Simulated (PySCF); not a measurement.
# NBrO (nitrosyl bromide) at B2PLYP/STO-3G

Aim: the vertical ionisation energy of NBrO (nitrosyl bromide) at B2PLYP/STO-3G, from 2 runs. 

The calculation is run with PySCF 2.14.0.

6 further runs of the same task are left out: 6 set aside as unsound or not needed.

## 1. The molecule

NBrO has 3 atoms, charge 0, and is taken as a singlet. As SMILES, `O=NBr`. Geometry: relaxed at PBE0-D4/def2-TZVP.

Bond lengths: O1–N2 1.126 Å, N2–Br3 2.117 Å. Angles: O1–N2–Br3 114.9°.

## 2. A single-point energy at B2PLYP/STO-3G

The input, job.py:

```python
# nitrosyl bromide
from pyscf import gto, dft, mp

mol = gto.M(
    atom='''
O      1.779706    -1.222275     0.847599
N     -0.084924    -1.202773    -0.175612
Br    -1.694782     2.425048    -0.671968
''',
    spin=0,
    verbose=3,
    max_memory=1860,
    basis='sto-3g',
    unit='bohr',
)

mf = dft.RKS(mol, xc='0.53*HF + 0.47*B88, 0.73*LYP')
mf.conv_tol = 1e-10
mf.grids.level = 5
mf.kernel()
if not mf.converged:
    mf = mf.newton().run(mf.mo_coeff, mf.mo_occ)

pt = mp.MP2(mf, frozen=11).run()
energy = mf.e_tot + 0.27 * pt.e_corr
print('PT2 part  %.8f' % (0.27 * pt.e_corr))
print('E(%s) = %.9f' % ('B2PLYP', energy))
```

Started as:

```bash
$ OMP_NUM_THREADS=1 python job.py
```

What it wrote:

```text
converged SCF energy = -2673.57755727418
E(RMP2) = -2673.78990847487  E_corr = -0.212351200688338
E(SCS-RMP2) = -2673.79069933901  E_corr = -0.213142064825155
PT2 part  -0.05733482
E(B2PLYP) = -2673.634892098
```

Wall time 3.3 s (1 thread of Arm Neoverse V2, shared host); peak memory 0.23 GiB.

## 3. The doublet cation, same level

The input, run.py:

```python
from pyscf import gto, dft, mp

mol = gto.M(
    atom='O 0.941780 -0.646800 0.448530; N -0.044940 -0.636480 -0.092930; Br -0.896840 1.283280 -0.355590',
    max_memory=1860,
    charge=1,
    basis='sto-3g',
    verbose=3,
    spin=1,
)

mf = dft.UKS(mol, xc='0.53*HF + 0.47*B88, 0.73*LYP')
mf.conv_tol = 1e-10
mf.grids.level = 5
mf.kernel()
if not mf.converged:
    mf = mf.newton().run(mf.mo_coeff, mf.mo_occ)

pt = mp.MP2(mf, frozen=11).run()
e_final = mf.e_tot + 0.27 * pt.e_corr
print('PT2 part  %.8f' % (0.27 * pt.e_corr))
print('E(%s) = %.9f' % ('B2PLYP', e_final))
```

Started as:

```bash
$ OMP_NUM_THREADS=1 python run.py
```

What it wrote:

```text
converged SCF energy = -2673.28651313834  <S^2> = 0.77613946  2S+1 = 2.0259708
E(UMP2) = -2673.51569093176  E_corr = -0.229177793422731
E(SCS-UMP2) = -2673.51171714805  E_corr = -0.225204009717015
PT2 part  -0.06187800
E(B2PLYP) = -2673.348391143
```

It took 14 s on 1 thread of Arm Neoverse V2, shared host; peak memory 0.24 GiB.

## 4. Outcome

Level: B2PLYP/STO-3G, 11 core orbitals frozen.

| quantity | value |
| --- | --- |
| singlet NBrO: total energy | -2673.63489 Eh |
| singlet NBrO: dipole moment (SCF part) | 1.65 D |
| singlet NBrO: HOMO energy (SCF part's orbitals) | -6.05 eV |
| singlet NBrO: LUMO energy (SCF part's orbitals) | 1.23 eV |
| singlet NBrO: HOMO–LUMO gap (SCF part's orbitals) | 7.28 eV |
| doublet cation: total energy | -2673.34839 Eh |
| doublet cation: HOMO energy (SCF part's orbitals) (highest over α and β) | -15.29 eV |
| doublet cation: LUMO energy (SCF part's orbitals) (lowest over α and β) | -9.71 eV |
| doublet cation: ⟨S²⟩ | 0.776 |
| vertical ionisation energy (to the doublet cation) | 7.796 eV |

Removing an electron at fixed nuclei costs 7.80 eV (180 kcal/mol). −ε(HOMO) before ionisation, 6.05 eV, is 1.74 eV below this ionisation energy. In a minimal basis such a difference can be off by several eV, whatever the method. Mulliken charges (doublet cation) run from +0.17 on O1 to +0.55 on Br3.
